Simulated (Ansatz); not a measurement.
# SiCl2OF (SMILES [O][Si](F)(Cl)Cl) at 6 levels

Wanted: a comparison of 6 runs (UHF/STO-3G, UHF/cc-pVDZ, UB3LYP/6-31G*, UBHLYP/cc-pVDZ, UBLYP/cc-pVDZ, UHSE06/cc-pVDZ) of SiCl2OF. 

The results are computed with Ansatz 0.2.0.

73 further runs of the same task are left out: 9 that didn't finish, 64 set aside as unsound or not needed.

### 1 The molecule

SiCl2OF has 5 atoms, charge 0, and is taken as a doublet. SMILES: `[O][Si](F)(Cl)Cl`. The Si2–Cl4 distance was set to 4.426 Å, away from the relaxed value. At this shape a bond of the SMILES string is far longer than usual.

Bond lengths: O1–Si2 1.643 Å, Si2–F3 1.574 Å, Si2–Cl5 2.011 Å. Angles: O1–Si2–F3 113.3°, O1–Si2–Cl5 107.2°, F3–Si2–Cl5 107.9°.

### 2 A single-point energy at UHF/STO-3G (run 1)

The input, molecule.yaml:

```yaml
crystal:
  periodic: [false, false, false]
  atoms:
    - symbol: O
      position_ang: [2.513923, -0.186698, 2.151484]
    - symbol: Si
      position_ang: [1.310723, 0.896902, 1.872384]
    - symbol: F
      position_ang: [0.364223, 1.109702, 3.111584]
    - symbol: Cl
      position_ang: [-1.088600, -0.815800, -1.428500]
    - symbol: Cl
      position_ang: [2.184423, 2.659202, 1.453484]
basis:
  gaussian: {orbitals: STO-3G}
accuracy: high
output: {orbitals: {seedname: orbitals}}
magnetization: {spin_polarized: true, initial_magnetization: 1}
hamiltonian: {xc: hf}
```

Started as:

```
$ ansatz run molecule.yaml --threads 1 --pin off --max-ram 3480MiB --events-out events.jsonl --progress --plain --runs-dir runs
```

Output:

```text
Warning: RAYON_NUM_THREADS=1 ignored (pool sized by the plan → 1); use --threads N
Functional definition: HF
  name "HF"
  exchange = exact_x
  correlation = 0
673 factors; integrals over basis functions are off by at most 2.4e-8 eV
mean field evaluation 1: about -37178.9731 eV, gradient 2.0e1 eV
mean field evaluation 2: about -37179.0157 eV, gradient 2.0e1 eV
mean field evaluation 4: about -37182.4058 eV, gradient 6.4e0 eV
mean field evaluation 8: about -37182.8517 eV, gradient 2.1e0 eV
mean field evaluation 16: about -37187.4916 eV, gradient 1.7e0 eV
mean field evaluation 32: about -37188.0529 eV, gradient 5.7e-5 eV
mean field evaluation 64: about -37187.4131 eV, gradient 2.4e0 eV
mean field evaluation 96: about -37188.0357 eV, gradient 3.6e-2 eV
mean field evaluation 128: about -37187.9865 eV, gradient 4.8e-1 eV
mean field evaluation 160: about -37187.7397 eV, gradient 3.2e-1 eV
mean field evaluation 192: about -37185.0638 eV, gradient 1.6e1 eV
mean field evaluation 224: about -37187.9779 eV, gradient 9.2e-1 eV
mean field evaluation 256: about -37188.0446 eV, gradient 2.9e-2 eV
mean field evaluation 288: about -37188.0497 eV, gradient 3.5e-2 eV
mean field evaluation 320: about -37188.0292 eV, gradient 1.3e-1 eV
mean field evaluation 352: about -37183.7567 eV, gradient 3.8e0 eV
mean field evaluation 384: about -37183.8876 eV, gradient 1.9e0 eV
mean field evaluation 416: about -37187.1434 eV, gradient 3.8e0 eV
mean field -37188.05301688 eV, -1366.6357414027 hartree, gradient 2.5e-8 eV, S^2 1.618445; 7 other end points of the search recorded, 0 dependent functions left out
reference -37188.05301688 eV, -1366.6357414027 hartree; 33, 32 occupied and 4, 5 virtual orbitals, 673 factors
Total energy: -37188.05301688 eV, -1366.6357414027 hartree
```

It took 13 s on 1 thread of Arm Neoverse V2, shared host; peak memory 0.17 GiB.

### 3 A single-point energy at UHF/cc-pVDZ (run 2)

The input, in.yaml:

```yaml
basis:
  gaussian:
    orbitals: cc-pVDZ
crystal:
  periodic: [false, false, false]
  atoms:
    - {symbol: O, position_ang: [2.513923, -0.186698, 2.151484]}
    - {symbol: Si, position_ang: [1.310723, 0.896902, 1.872384]}
    - {symbol: F, position_ang: [0.364223, 1.109702, 3.111584]}
    - {symbol: Cl, position_ang: [-1.088600, -0.815800, -1.428500]}
    - {symbol: Cl, position_ang: [2.184423, 2.659202, 1.453484]}
magnetization:
  spin_polarized: true
  initial_magnetization: 1
hamiltonian:
  xc: hf
accuracy: high
output: {orbitals: {seedname: orbitals}}
```

Started as:

```
$ ansatz run in.yaml --threads 1 --pin off --max-ram 3480MiB --events-out events.jsonl --progress --plain --runs-dir runs
```

Output:

```text
Warning: RAYON_NUM_THREADS=1 ignored (pool sized by the plan → 1); use --threads N
[... 35 lines left out ...]
Total energy: -37613.51303680 eV, -1382.2711087477 hartree
```

It took 69 s on 1 thread of Arm Neoverse V2, shared host; peak memory 0.45 GiB.

Runs 3 to 5 aren't shown in full; the table further down has their settings and results.

### 4 The energy at UHSE06/cc-pVDZ (run 6)

The input, run.yaml:

```yaml
crystal:
  periodic: [false, false, false]
  atoms:
    - {symbol: O, position_ang: [2.513923, -0.186698, 2.151484]}
    - {symbol: Si, position_ang: [1.310723, 0.896902, 1.872384]}
    - {symbol: F, position_ang: [0.364223, 1.109702, 3.111584]}
    - {symbol: Cl, position_ang: [-1.088600, -0.815800, -1.428500]}
    - {symbol: Cl, position_ang: [2.184423, 2.659202, 1.453484]}
basis:
  gaussian:
    orbitals: cc-pVDZ
magnetization:
  spin_polarized: true
  initial_magnetization: 1
hamiltonian:
  xc: hse06
accuracy: high
output: {orbitals: {seedname: orbitals}}
```

Started as:

```
$ ansatz run run.yaml --threads 1 --pin off --max-ram 3480MiB --events-out events.jsonl --progress --plain --runs-dir runs
```

Output, cut to the lines that bear on the results:

```text
Warning: RAYON_NUM_THREADS=1 ignored (pool sized by the plan → 1); use --threads N
Functional definition: HSE06
  name "HSE06"
[...]
1680 factors; integrals over basis functions are off by at most 3.3e-9 eV
98 factors; integrals over basis functions are off by at most 1.5e-9 eV
[...]
mean field -37669.32262729 eV, -1384.3220733689 hartree, gradient 3.1e-8 eV, S^2 0.937035; 8 other end points of the search recorded, 0 dependent functions left out
reference -37669.32263069 eV, -1384.3220734939 hartree; 33, 32 occupied and 49, 50 virtual orbitals, 1680 factors
Total energy: -37669.32263069 eV, -1384.3220734939 hartree
```

Wall time 82 s (1 thread of Arm Neoverse V2, shared host); peak memory 0.48 GiB.

### 5 Overview of the runs

```tsv
run	level	energy (Eh)	HOMO energy (eV)	LUMO energy (eV)	⟨S²⟩	wall time
1	UHF/STO-3G	-1366.635741	-8.04	1.27	1.618	13 s
2	UHF/cc-pVDZ	-1382.271109	-11.04	-1.21	1.606	69 s
3	UB3LYP/6-31G* (spherical functions)	-1384.925322	-8.05	-7.11	0.849	62 s
4	UBHLYP/cc-pVDZ	-1384.880340	-9.28	-5.18	1.215	92 s
5	UBLYP/cc-pVDZ	-1384.940781	-7.09	-7.07	0.755	63 s
6	UHSE06/cc-pVDZ	-1384.322073	-7.89	-7.04	0.937	82 s
```

### 6 Summary of results

```
                                 quantity           value
                      run 6: total energy  -1384.32207 Eh
run 6: HOMO energy (highest over α and β)        -7.89 eV
 run 6: LUMO energy (lowest over α and β)        -7.04 eV
                              run 6: ⟨S²⟩           0.937
```

In words: Totals of different functionals can't be ranked against each other. In run 1 the basis is minimal, so the values are rough. Spin contamination of the reference: run 1 ⟨S²⟩ = 1.62, run 2 ⟨S²⟩ = 1.61, run 4 ⟨S²⟩ = 1.21, run 6 ⟨S²⟩ = 0.94. Where it is this large, the reference is a mixture of spin states, and values that rest on it are in doubt. All runs together took 6.4 min, the longest 92 s.
